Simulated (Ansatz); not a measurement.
# KTl2MoF6: the cost of one run

Program: Ansatz 0.2.0. Level of theory: DFT r2SCAN, scalar-relativistic, plane waves, PAW. These are calculated values, not measurements.

1 further run of the same task is left out (set aside as unsound or not needed).

### 1 The structure to begin with

It takes space group Fm-3m (No. 225, cubic). Conventional cell: a = 9.040 Å, b = 9.040 Å, c = 9.040 Å, α = 90.00°, β = 90.00°, γ = 90.00°. Around K (site symmetry m-3m) lie 6 F at 2.47 Å. Tl (site symmetry -43m) has 12 F at 3.20 Å as nearest neighbours. Mo (site symmetry m-3m) is surrounded by 6 F at 2.05 Å. F (site symmetry 4mm) has 1 Mo at 2.05 Å and 1 K at 2.47 Å as nearest neighbours.

Coordinates:

```cif
data_structure
_symmetry_space_group_name_H-M 'P 1'
_symmetry_Int_Tables_number 1
_cell_length_a 6.3920
_cell_length_b 6.3920
_cell_length_c 6.3920
_cell_angle_alpha 60.000
_cell_angle_beta 60.000
_cell_angle_gamma 60.000
_cell_volume 184.67
loop_
_atom_site_label
_atom_site_type_symbol
_atom_site_fract_x
_atom_site_fract_y
_atom_site_fract_z
_atom_site_occupancy
K1 K 0.50000 0.50000 0.50000 1
Tl1 Tl 0.25000 0.25000 0.25000 1
Tl2 Tl 0.75000 0.75000 0.75000 1
Mo1 Mo 0.00000 0.00000 0.00000 1
F1 F 0.77372 0.22628 0.22628 1
F2 F 0.22628 0.77372 0.22628 1
F3 F 0.22628 0.77372 0.77372 1
F4 F 0.77372 0.22628 0.77372 1
F5 F 0.22628 0.22628 0.77372 1
F6 F 0.77372 0.77372 0.22628 1
```

This cell was relaxed beforehand with the same method: volume 18.47 Å³/atom, gap on the mesh 1.07 eV, site moments up to 1.7 μB.

### 2 Seeking the band edges over the whole zone

The input, input.yaml:

```yaml
crystal:
  lattice:
    - [0.0, 4.5198421142, 4.5198421142]
    - [4.5198421142, 0.0, 4.5198421142]
    - [4.5198421142, 4.5198421142, 0.0]
  atoms:
    - { symbol: K, position: [0.5, 0.5, 0.5] }
    - { symbol: Tl, position: [0.25, 0.25, 0.25] }
    - { symbol: Tl, position: [0.75, 0.75, 0.75] }
    - { symbol: Mo, position: [0.0, 0.0, 0.0], spin: 1.86 }
    - { symbol: F, position: [0.7737204383, 0.2262795617, 0.2262795617] }
    - { symbol: F, position: [0.2262795617, 0.7737204383, 0.2262795617] }
    - { symbol: F, position: [0.2262795617, 0.7737204383, 0.7737204383] }
    - { symbol: F, position: [0.7737204383, 0.2262795617, 0.7737204383] }
    - { symbol: F, position: [0.2262795617, 0.2262795617, 0.7737204383] }
    - { symbol: F, position: [0.7737204383, 0.7737204383, 0.2262795617] }
basis:
  ecutwfc: 500
kpoints:
  mp_grid: { grid: [6, 6, 6] }
  band_path: { path: [VBM, CBM], npoints: 2 }
hamiltonian:
  xc: r2scan
scf:
  occupations: { method: gaussian, width: 0.02 }
output:
  forces: false
  stress: false
  eigenvalues: true
  populations: true
magnetization:
  spin_polarized: true
checkpoint:
  read: start.run
  write: ck
  compress: false
  write_wavefunctions: false
  write_every: 100000
```

Launch:

```bash
$ ansatz run input.yaml --threads 2 --pin off --max-ram 5120MiB --backend cpu --events-out ev --progress --plain --runs-dir out
```

**Question.** How long does this run take on 2 threads of an x86-64 CPU, shared host, and how much memory does it need?

About 65 s, with a peak of 1.1 GiB.
